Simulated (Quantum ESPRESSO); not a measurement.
## HfB in Quantum ESPRESSO: the effect of target pressure

Crystal: HfB.

```
Hf B
1.0
     0.00000    2.31000    2.31000
     2.31000    0.00000    2.31000
     2.31000    2.31000    0.00000
Hf B
1 1
Direct
  0.50000 0.50000 0.50000
  0.00000 0.00000 0.00000
```

Alike in all runs:

```yaml
Program: Quantum ESPRESSO 7.5
Task: relaxation of cell and atoms
Functional: PBEsol
Potentials_or_basis: GBRV 1.5 PBEsol
Cutoff: 707 eV
Density_cutoff: 5633 eV
k_mesh: 10 × 10 × 10
Occupations: fermi-dirac, width 0.05 eV
Spin: no spin polarisation
```

Each run relaxes the cell or the atoms first.

**Question.** One run gave: relaxed volume 12.57 Å³/atom. Which target pressure did it use?
A. 0 GPa
B. 30 GPa
C. 2 GPa
D. 10 GPa
E. 20 GPa

**Answer.** E.

```tsv
target pressure	relaxed volume (Å³/atom)
0 GPa	13.79
2 GPa	13.64
5 GPa	13.43
10 GPa	13.11
20 GPa	12.57
30 GPa	12.11
```
